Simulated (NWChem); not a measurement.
# One shape, several levels: SnClF (SMILES [F][Sn][Cl])

Wanted: a comparison of 3 runs (SVWN5/def2-SVP, SVWN5/def2-TZVP, SVWN5/def2-TZVPP) of SnClF. 

Program for the calculation: NWChem 7.3.0.

### Step 1. Starting point

SnClF: 3 atoms, total charge 0, spin state singlet. SMILES: `[F][Sn][Cl]`. The shape is that of a PBE0-D4/def2-TZVP optimisation.

Bond lengths: F1–Sn2 1.935 Å, Sn2–Cl3 2.360 Å. Angles: F1–Sn2–Cl3 96.9°.

### Step 2. Magnetic shielding at SVWN5/def2-SVP (core potential) (run 1)

a.xyz reads:

```xyz
3
ClFSn nmr
F     -1.389600     0.223100    -0.744400
Sn     0.164300     0.898100     0.190700
Cl     1.214300    -1.186000     0.540500
```

a.nw reads:

```
start a
title "ClFSn nmr"
memory total 2200 mb

geometry units angstrom noautosym nocenter noautoz
load format xyz a.xyz
end

basis "ao basis" spherical bse
F library def2-SVP
Sn library def2-SVP
Cl library def2-SVP
end

ecp bse
Sn library def2-SVP
end

dft
xc slater vwn_5
grid fine
convergence energy 1e-08
iterations 100
mulliken
print low
end

property
shielding
end

task dft property
```

Run with:

```
$ nwchem a.nw > a.out
```

What it wrote:

```text
[...]
 d= 0,ls=0.0,diis     1   -771.6292101430 -9.35D+02  5.51D-02  1.10D+00     0.8
[...]
 d= 0,ls=0.0,diis    12   -771.7642671233 -5.51D-09  1.35D-07  4.72D-11     5.8
         Total DFT energy =     -771.764267123311
      One electron energy =    -1476.805727574464
           Coulomb energy =      596.257298229197
    Exchange-Corr. energy =      -54.317495350797
 Nuclear repulsion energy =      163.101657572753
[...]
      Total Density - Mulliken Population Analysis
     ---------------------------------------------
    Atom       Charge   Shell Charges
 -----------   ------   -------------------------------------------------------
    1 F    9     9.36   1.99  1.11  0.85  3.30  2.11  0.00
    2 Sn  22    21.39   0.44  1.60  1.45  0.43  2.73  3.26  0.91  0.38  9.68  0.50
    3 Cl  17    17.25   2.00  1.98  1.28  0.69  5.92  2.14  3.23  0.01
[...]
           isotropic =      20.6733
[...]
           isotropic =     310.5059
[...]
           isotropic =     432.6982
[...]
```

It took 12 s on 1 thread of Intel Xeon Platinum 8559C (Emerald Rapids), shared host; peak memory 0.12 GiB.

### Step 3. NMR shieldings at SVWN5/def2-TZVP (core potential) (run 2)

geom.nw reads:

```
start geom
title "ClFSn nmr"
memory 2200 mb

geometry units au noautosym nocenter noautoz
F   -2.62596342   0.42159790  -1.40671213
Sn   0.31048200   1.69716303   0.36037077
Cl   2.29469443  -2.24121518   1.02139697
end

basis "ao basis" spherical bse
F library def2-TZVP
Sn library def2-TZVP
Cl library def2-TZVP
end

ecp bse
Sn library def2-TZVP
end

dft
xc slater vwn_5
grid fine
convergence energy 1e-08
iterations 100
mulliken
noprint "final vectors analysis"
end

property
shielding
end

task dft property
```

Run with:

```
$ nwchem geom.nw > geom.out
```

What it wrote:

```text
[...]
          Wavefunction type:  closed shell.
          No. of atoms     :     3
          No. of electrons :    48
[...]
          Charge           :     0
          Spin multiplicity:     1
[...]
          AO basis - number of functions:   118
[...]
              XC Information
              --------------
                        Slater Exchange Functional  1.000 local
                      VWN V Correlation Functional  1.000 local
[...]
 d= 0,ls=0.0,diis     1   -771.9226174314 -9.35D+02  2.37D-02  2.36D+00     3.3
[...]
 d= 0,ls=0.0,diis    12   -772.0730829702 -2.21D-09  2.21D-07  7.05D-10    27.9
         Total DFT energy =     -772.073082970195
      One electron energy =    -1476.940717843461
           Coulomb energy =      596.046978584786
    Exchange-Corr. energy =      -54.280989744877
 Nuclear repulsion energy =      163.101646033358
[...]
      Total Density - Mulliken Population Analysis
     ---------------------------------------------
    Atom       Charge   Shell Charges
 -----------   ------   -------------------------------------------------------
    1 F    9     9.42   0.76  1.20  0.61  0.95  0.41  2.27  2.04  1.15  0.00  0.01  0.00
    2 Sn  22    21.26   0.30 -0.80  1.61  0.91  1.28  0.63 -0.40  6.35  0.54  0.50  0.10  8.80  1.22  0.16  0.00  0.07
    3 Cl  17    17.32   2.01  0.42  1.53  1.16  0.81  4.18  1.67  1.16  2.73  1.62  0.00  0.02  0.00
[...]
           isotropic =      53.2438
[...]
           isotropic =     305.9491
[...]
           isotropic =     399.8051
[...]
```

Wall time 74 s (1 thread of Intel Xeon Platinum 8559C (Emerald Rapids), shared host); peak memory 0.13 GiB.

### Step 4. NMR shieldings at SVWN5/def2-TZVPP (core potential) (run 3)

nw.nw reads:

```
start nw
memory 2200 mb

geometry noautosym nocenter noautoz
 F     -1.389600     0.223100    -0.744400
 Sn     0.164300     0.898100     0.190700
 Cl     1.214300    -1.186000     0.540500
end

basis "ao basis" spherical bse
 * library def2-TZVPP
end

ecp bse
 Sn library def2-TZVPP
end

dft
 xc slater vwn_5
 grid fine
 convergence energy 1e-08
 maxiter 100
 mulliken
 noprint "final vectors analysis"
end

property
 shielding
end

task dft property
```

Run with:

```
$ nwchem nw.nw > nw.out
```

What it wrote:

```text
[...]
          Wavefunction type:  closed shell.
          No. of atoms     :     3
          No. of electrons :    48
[...]
          Charge           :     0
          Spin multiplicity:     1
[...]
          AO basis - number of functions:   123
[...]
              XC Information
              --------------
                        Slater Exchange Functional  1.000 local
                      VWN V Correlation Functional  1.000 local
[...]
 d= 0,ls=0.0,diis     1   -771.9226416524 -9.35D+02  2.27D-02  2.36D+00     3.2
[...]
 d= 0,ls=0.0,diis    12   -772.0731163734 -2.40D-09  4.67D-07  2.83D-09    26.8
         Total DFT energy =     -772.073116373353
      One electron energy =    -1476.941320921647
           Coulomb energy =      596.047529782338
    Exchange-Corr. energy =      -54.280982806797
 Nuclear repulsion energy =      163.101657572753
[...]
      Total Density - Mulliken Population Analysis
     ---------------------------------------------
    Atom       Charge   Shell Charges
 -----------   ------   -------------------------------------------------------
    1 F    9     9.42   0.76  1.20  0.61  0.95  0.41  2.27  2.04  1.15  0.00  0.01  0.00
    2 Sn  22    21.26   0.30 -0.80  1.61  0.91  1.28  0.63 -0.40  6.35  0.54  0.50  0.10  8.80  1.22  0.16  0.00  0.07
    3 Cl  17    17.32   2.01  0.42  1.53  1.16  0.81  4.18  1.67  1.16  2.73  1.62  0.00  0.00  0.02  0.00
[...]
           isotropic =      53.2894
[...]
           isotropic =     305.8238
[...]
           isotropic =     399.9445
[...]
```

Run time: 74 s. Hardware: 1 thread of Intel Xeon Platinum 8559C (Emerald Rapids), shared host; peak memory 0.13 GiB.

### Step 5. Overview of the runs

```tsv
run	level	core potential	energy (Eh)	isotropic shielding of F1 (ppm)	isotropic shielding of Cl3 (ppm)	wall time
1	SVWN5/def2-SVP (core potential)	def2-SVP	-771.764267	20.7	432.7	12 s
2	SVWN5/def2-TZVP (core potential)	def2-TZVP	-772.073083	53.2	399.8	74 s
3	SVWN5/def2-TZVPP (core potential)	def2-TZVPP	-772.073116	53.3	399.9	74 s
```

### Step 6. Outcome

| quantity | value |
| --- | --- |
| run 3: total energy | -772.07312 Eh |
| run 3: dipole moment | 3.30 D |
| run 3: isotropic shielding of F1 | 53.3 ppm |
| run 3: isotropic shielding of Cl3 | 399.9 ppm |

Over the runs the total energy spans 8.404 eV. All runs together took 2.7 min, the longest 74 s.
